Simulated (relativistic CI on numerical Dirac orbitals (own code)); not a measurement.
# Ge³⁰⁺: how the levels respond to the fine-structure constant and the nuclear radius

How sensitive are the low transitions of Ge³⁰⁺ to a change of α? Wanted is q = dE/dx with x = (α/α0)² − 1, and the field-shift factor by the mean square nuclear radius, for the lowest 7 levels.

Program: relativistic CI on numerical Dirac orbitals (own code) version 2. Level of theory: Dirac-Coulomb-Breit CI, KLI orbitals optimised for each configuration, derivatives by finite differences. These are calculated values, not measurements, unless marked.

**1. Starting point**

| Quantity | Value |
| --- | --- |
| ion | Ge³⁰⁺ (Ge XXXI) |
| nuclear charge | 32 |
| electrons | 2 |
| isotope | A = 74 |
| first configuration | 1s2 |

Outer shells as boxes (Hund's rule):

1s2
```
1s [↑↓]
```

**2. Levels and derivatives**

Settings, as recorded:

```ini
atom Ge  Z=32  charge=30  electrons=2
nucleus A=74  rms_radius_fm=4.0742
hamiltonian dirac-coulomb  breit=on  qed=off  c_scale=1
orbitals kli  potential=per-configuration
slater_scale 1
correlation none
mixing on
configurations
  1s2
  1s 2s
  1s 2p
end
derivatives alpha2 +-0.01 radius +-1%
```

Main fields of the result record, rounded:

```text
{
  "status": "converged",
  "levels [i, E_cm, J2, conf, term, w_term]": [
    [0, 0, 0, "1s2", "1S", 1],
    [1, 82149443, 2, "1s 2s", "3S", 1],
    [2, 82463172, 0, "1s 2p", "3P*", 1],
    [3, 82479818, 0, "1s 2s", "1S", 1],
    [4, 82485419, 2, "1s 2p", "3P*", 0.843],
    [5, 82791142, 4, "1s 2p", "3P*", 1],
    [6, 82966771, 2, "1s 2p", "1P*", 0.843]
  ],
  "sensitivity [i, q_alpha_cm, field_shift_GHz_per_fm2]": [
    [0, 0, 0],
    [1, 9.534e+05, -1871],
    [2, 1.009e+06, -2157],
    [3, 9.897e+05, -1879],
    [4, 9.954e+05, -2156],
    [5, 1.349e+06, -2159],
    [6, 1.333e+06, -2153]
  ],
  "n_levels_all": 7,
  "configurations [conf, odd, states]": [
    ["1s2", 0, 1],
    ["1s 2s", 0, 4],
    ["1s 2p", 1, 12]
  ]
}
```

It took 0.071 s on 1 thread, shared host.

The relative sensitivity K = 2q/E of the transition from the lowest level:

| level | energy (eV) | q (cm⁻¹) | K | field shift (GHz/fm²) |
| --- | --- | --- | --- | --- |
| 1s 2s 3S1 | 10185.23 | 953400 | 0.023 | -1.87e+03 |
| 1s 2p 3P°0 | 10224.13 | 1.009e+06 | 0.024 | -2.16e+03 |
| 1s 2s 1S0 | 10226.19 | 989700 | 0.024 | -1.88e+03 |
| 1s 2p 3P°1 | 10226.89 | 995400 | 0.024 | -2.16e+03 |
| 1s 2p 3P°2 | 10264.79 | 1.349e+06 | 0.033 | -2.16e+03 |
| 1s 2p 1P°1 | 10286.57 | 1.333e+06 | 0.032 | -2.15e+03 |

**3. What came out**

```
                             quantity                           value
                         lowest level                         1s2 1S0
   largest q in size, lowest 7 levels     1.349e+06 cm⁻¹ (1s 2p 3P°2)
largest field-shift factor among them  -2.16e+03 GHz/fm² (1s 2p 3P°2)
```

In words: Among these levels the largest q belongs to 1s 2p 3P°2, a change of configuration. K = 2q/E, the relative sensitivity of a level, hangs on the computed energy: between configurations that lie close it can be off by a factor of several.
